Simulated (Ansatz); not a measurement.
**ScB2: how the settings move a relaxation**

How sensitive is a relaxation of ScB2 to its settings? A reference run comes first, then one run with altered input.

Program: Ansatz 0.2.0. Level of theory: reference: DFT, PBEsol, PAW with Ansatz's default frozen-core files, scalar-relativistic; relaxation of cell and atoms. These are calculated values, not measurements.

1 further run of the same task is left out (it didn't finish).

## 1. Starting point

Symmetry: P6/mmm, No. 191, hexagonal system. The conventional cell has a = 3.150 Å, b = 3.150 Å, c = 3.520 Å, α = 90.00°, β = 90.00°, γ = 120.00°. Around Sc (site symmetry 6/mmm) lie 12 B at 2.53 Å. Around B (site symmetry -6m2) lie 3 B at 1.82 Å and 6 Sc at 2.53 Å.

Structure file:

```
Sc B
1.0
     3.15000    0.00000    0.00000
    -1.57500    2.72798    0.00000
     0.00000    0.00000    3.52000
Sc B
1 2
Cartesian
  0.0000 0.0000 0.0000
  0.0000 1.8187 1.7600
  1.5750 0.9093 1.7600
```

## 2. The reference run

input.yaml reads:

```yaml
crystal:
  lattice:
    - [3.14999999999, 0.0, 0.0]
    - [-1.575, 2.72798002191, 0.0]
    - [0.0, 0.0, 3.52]
  atoms:
    - { symbol: Sc, position: [0.0, 0.0, 0.0] }
    - { symbol: B, position: [0.333333333333, 0.666666666667, 0.5] }
    - { symbol: B, position: [0.666666666667, 0.333333333333, 0.5] }
kpoints:
  mp_grid: { grid: [10, 10, 8] }
scf:
  occupations: { method: fermi_dirac, width: 0.08 }
hamiltonian:
  xc: pbesol
  pseudopotentials: { kind: paw }
relax:
  f_tol: 0.002
  max_steps: 80
  cell: {}
output:
  forces: true
  stress: true
  write_density: true
  write_potential: true
  elf: true
  volumetric_format: npy
```

Launch:

```bash
$ ansatz run input.yaml --threads 2 --pin off --max-ram 5120MiB --backend cpu --events-out ev --progress --plain --runs-dir out
```

## 3. Changed: mp_grid.grid [12, 12, 10], hubbard.sites [{species: Sc, l: d, u_eff: 1.0}], hubbard.double_counting fll, f_tol 0.1, max_displacement 0.3

input.yaml: that of step 2 with these lines changed.

```diff
@@ -10,3 +10,3 @@
 kpoints:
-  mp_grid: { grid: [10, 10, 8] }
+  mp_grid: { grid: [12, 12, 10] }
 scf:
@@ -16,6 +16,8 @@
   pseudopotentials: { kind: paw }
+  hubbard: { sites: [{ species: Sc, l: d, u_eff: 1.0 }], double_counting: fll }
 relax:
-  f_tol: 0.002
+  f_tol: 0.1
   max_steps: 80
   cell: {}
+  max_displacement: 0.3
 output:
```

Q: Predict the outcome of this session. Wanted: for each run, ending; energy change; pressure; gap; force.

**Answer**, as computed:

| run | ending | energy change | pressure (GPa) | gap (eV) | force (eV/Å) | cycles | time |
| --- | --- | --- | --- | --- | --- | --- | --- |
| reference | converged | 0 | 0.0 | 0.00 | 0.00 | 32 | 3.1 s |
| 1: mp_grid.grid [12, 12, 10], hubbard.sites [{species: Sc, l: d, u_eff: 1.0}], hubbard.double_counting fll, f_tol 0.1, max_displacement 0.3 | converged | +251.6 meV/atom (U changed: no physical gain or loss) | 0.0 | 0.00 | 0.00 | 25 | 7.8 s |

**Reading.** Changing the k-point mesh, Hubbard U, convergence setting and walk settings moves the energy by +251.6 meV/atom, and the final volume goes from 29.49 to 29.69 Å³. The U term adds an energy of its own, so the shift says nothing about which run is better. A changed U is a change of model: its shifts are not errors of convergence.
